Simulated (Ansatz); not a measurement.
**CH5AlOSe: one species, many methods**

The task here is to estimate one member of a computed series from the others.

The runs use Ansatz 0.2.0, Gaussian basis; functionals in def2-TZVPP, the program's frozen cores in correlated methods.

Plan: PBE-D4, r2SCAN-D4, PBE0-D4, B3LYP-D4, ωB97X-V, ωB97M-V, B2PLYP; CCSD(T)/def2-TZVPP; MP2/def2-QZVPP; extrapolation to the limit.

## The geometry

The geometry comes from an earlier relaxation with PBE0-D4 in a triple-zeta def2 set; it is a stationary point, not always the lowest conformer.

9 atoms, charge 0, spin multiplicity 1.

Atoms are counted from 1 here; the program's logs count them from 0.

Bond lengths: O1–C2 1.356 Å, O1–H5 0.964 Å, C2–Al3 1.975 Å, C2–Se4 2.199 Å, C2–H6 1.093 Å, Al3–Se4 2.561 Å, Al3–H7 1.582 Å, Al3–H8 1.586 Å, Se4–H9 1.469 Å. Angles: C2–O1–H5 111.1°, O1–C2–Al3 123.0°, O1–C2–Se4 110.2°, O1–C2–H6 114.1°, Al3–C2–Se4 75.5°, Al3–C2–H6 120.9°, Se4–C2–H6 99.1°, C2–Al3–Se4 56.2°, C2–Al3–H7 117.4°, C2–Al3–H8 115.2°, Se4–Al3–H7 109.2°, Se4–Al3–H8 109.4°, H7–Al3–H8 125.9°, C2–Se4–Al3 48.3°, C2–Se4–H9 94.8°, Al3–Se4–H9 95.2°.

The first run:

Input file in.yaml:

```yaml
crystal:
  periodic: [false, false, false]
  atoms:
    - {symbol: O, position_ang: [0.225592, 1.242994, -1.412629]}
    - {symbol: C, position_ang: [0.192243, 0.681605, -0.178973]}
    - {symbol: Al, position_ang: [0.865710, -1.136662, 0.195085]}
    - {symbol: Se, position_ang: [-1.621035, -0.540556, 0.051849]}
    - {symbol: H, position_ang: [-0.334327, 2.026727, -1.452085]}
    - {symbol: H, position_ang: [0.023240, 1.394720, 0.631540]}
    - {symbol: H, position_ang: [1.255693, -2.038493, -1.044953]}
    - {symbol: H, position_ang: [1.255573, -1.413797, 1.706815]}
    - {symbol: H, position_ang: [-1.774191, -0.262837, 1.486250]}
basis:
  gaussian: {orbitals: def2-TZVPP}
hamiltonian: {xc: pbe, dispersion: d4}
output: {forces: true, orbitals: {seedname: orbitals}}
```

On the command line:

```bash
$ ansatz run in.yaml --threads 4 --pin off --events-out ev --progress --plain --max-ram 10444MiB
```

Among the steps run: PBE-D4 (GGA); r2SCAN-D4 (meta-GGA); PBE0-D4 (hybrid); B3LYP-D4 (hybrid); ωB97X-V (range-separated); ωB97M-V (range-separated); B2PLYP (double hybrid); CCSD(T) in def2-TZVPP; MP2 in def2-QZVPP.

One of the session's tables, all rows but one given; the rest of the session is left out.

It belongs to the step «Atomisation energies». 

| method | atomisation energy (kJ/mol) |
| --- | --- |
| PBE-D4 | 2812.4 |
| r2SCAN-D4 | 2778.9 |
| PBE0-D4 | 2746.3 |
| B3LYP-D4 | ? |
| ωB97X-V | 2763.3 |
| ωB97M-V | 2755.6 |
| B2PLYP | 2713.3 |
| HF/def2-TZVPP | 1888.3 |
| MP2/def2-TZVPP | 2717.2 |
| CCSD/def2-TZVPP | 2633.0 |
| CCSD(T)/def2-TZVPP | 2684.9 |
| MP2/CBS | 2802.4 |
| CCSD(T)/CBS | 2770.1 |

Estimate the missing values for B3LYP-D4.

The run gave: atomisation energy (kJ/mol): 2750.5. In the column «atomisation energy (kJ/mol)» it lies between PBE0-D4 (2746.3) and ωB97M-V (2755.6).

Caveats from the session: Free atoms (1 O, 1 C, 1 Al, 1 Se, 5 H) were run apart at each level; the atomisation energy is their sum less the molecule, without zero-point or spin-orbit terms.
